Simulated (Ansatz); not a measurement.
# CH2Ga: the cost of one run

Method: def2-QZVPP, all electrons in the functionals, frozen cores in the correlation of double hybrids and RPA; program: Ansatz 0.2.0, Gaussian basis.

Plan: B2PLYP, at charge 0, quartet; charge 0, doublet; charge 0, sextet; charge 1, triplet; charge 1, quintet (not every functional at every point).

10 further runs of the same task are left out: 1 that didn't finish, 9 set aside as unsound or not needed. Runs told in other sessions of the task aren't counted.

**1. What is computed**

The geometry is a PBE0/def2-TZVP stationary point (not a proven minimum). No spin-orbit coupling is included. The filled d shell of Ga may be among the frozen orbitals whatever the setting's name suggests.

4 atoms, charge 0, spin multiplicity 4.

Atoms are counted from 1 here; the program's logs count them from 0.

Bond lengths: C1–Ga2 1.951 Å, Ga2–H3 1.561 Å, Ga2–H4 1.561 Å. Angles: C1–Ga2–H3 115.9°, C1–Ga2–H4 115.9°, H3–Ga2–H4 128.2°.

No dispersion term is added.

The geometry shown and the zero of energy belong to the point charge 0, quartet. The yardstick, RCCSD(T), and other wave-function levels (R restricted, U unrestricted, valence and pair active spaces) come from earlier runs.

**2. B2PLYP, charge 0, quartet**

The input, in.yaml:

```yaml
crystal:
  periodic: [false, false, false]
  atoms:
    - {symbol: C, position_ang: [0.000000, 0.000000, 1.687532]}
    - {symbol: Ga, position_ang: [0.000000, 0.000000, -0.263371]}
    - {symbol: H, position_ang: [0.000000, -1.404653, -0.945221]}
    - {symbol: H, position_ang: [0.000000, 1.404653, -0.945221]}
basis:
  gaussian: {orbitals: "def2-QZVPP.json"}
magnetization: {spin_polarized: true, initial_magnetization: 3}
hamiltonian: {xc: {name: B2PLYP}}
correlation: {electrons: outside_noble_gas}
```

On the command line:

```
> ansatz run in.yaml --threads 1 --pin off --events-out ev --progress --plain --max-ram 2393MiB
```

Q: Estimate wall time and peak memory on 1 thread of Arm Neoverse V1, shared host.

About 14 s, with a peak of 0.52 GiB.
